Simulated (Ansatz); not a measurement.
# RbGdO2: how the settings move a single-point run

Aim: see which settings change the result for RbGdO2, by how much, and at what cost.

Method: reference: DFT, PBEsol, PAW with Ansatz's default frozen-core files, scalar-relativistic, in Ansatz 0.2.0.

### Step 1. The starting structure

Symmetry: R-3m, No. 166, trigonal system. Conventional cell: a = 3.500 Å, b = 3.500 Å, c = 19.315 Å, α = 90.00°, β = 90.00°, γ = 120.00°. Rb (site symmetry -3m) has 6 O at 2.98 Å in its first shell of neighbours. Gd (site symmetry -3m) has 6 O at 2.27 Å in its first shell of neighbours. O (site symmetry 3m) has 3 Gd at 2.27 Å and 3 Rb at 2.98 Å in its first shell of neighbours.

As a file:

```
CELL_PARAMETERS angstrom
1.75002 1.01038 6.43846
-1.75002 1.01038 6.43846
0.00000 -2.02075 6.43846
ATOMIC_POSITIONS crystal
Rb 0.00000 0.00000 0.00000
Gd 0.50000 0.50000 0.50000
O 0.22000 0.22000 0.22000
O 0.78000 0.78000 0.78000
```

### Step 2. The reference run

Contents of input.yaml:

```yaml
crystal:
  lattice:
    - [1.7500240879, 1.0103768782, 6.4384576554]
    - [-1.7500240879, 1.0103768782, 6.4384576554]
    - [0.0, -2.0207537565, 6.4384576554]
  atoms:
    - { symbol: Rb, position: [0.0, 0.0, 0.0] }
    - { symbol: Gd, position: [0.5, 0.5, 0.5], spin: 7.0 }
    - { symbol: O, position: [0.22, 0.22, 0.22] }
    - { symbol: O, position: [0.78, 0.78, 0.78] }
magnetization:
  spin_polarized: true
kpoints:
  mp_grid: { grid: [9, 9, 9] }
scf:
  occupations: { method: fermi_dirac, width: 0.08 }
hamiltonian:
  xc: pbesol
  pseudopotentials: { kind: paw }
output:
  forces: true
  stress: true
  eigenvalues: true
  populations: true
  write_density: true
  write_potential: true
  elf: true
  volumetric_format: npy
```

Started as:

```
> ansatz run input.yaml --threads 2 --pin off --max-ram 6144MiB --backend cpu --events-out ev --progress --plain --runs-dir out
```

### Step 3. Variant: dr2_threshold 1.0e-05

Changes to input.yaml since step 2:

```diff
@@ -16,2 +16,3 @@
   occupations: { method: fermi_dirac, width: 0.08 }
+  convergence: { dr2_threshold: 1.0e-05 }
 hamiltonian:
@@ -24,5 +25 @@
   populations: true
-  write_density: true
-  write_potential: true
-  elf: true
-  volumetric_format: npy
```

What does the calculation give? Wanted: for each run, ending; energy change; pressure; abs. moment; force.

**Answer**, as computed:

```csv
run,ending,energy change,pressure (GPa),abs. moment (μB),force (eV/Å),cycles,time
reference,converged,0,5.6,7.00,1.58,10,15 s
1: dr2_threshold 1.0e-05,converged,0.0 meV/atom,5.6,7.00,1.58,10,17 s
```

Times don't compare one to one where runs were asked for different outputs or read a saved state (see the inputs); cycles may leave out searches for a lower state.

Residual by cycle in the longest SCF loop of each run; runs are numbered as in the table. The quantity is the density residual dr2, in eV.

```csv
cycle,reference,run 1
1,4.14,4.14
2,0.555,0.555
3,0.16,0.16
4,0.0222,0.0222
5,0.00402,0.00401
6,1.3e-4,1.3e-4
7,1.5e-5,1.5e-5
8,2.0e-6,2.1e-6
9,1.0e-7,1.1e-7
10,3.4e-9,2.9e-8
```

**Reading.** Energy and cycle count are those of the reference, so the change (convergence setting) left the result and the number of cycles as they were.
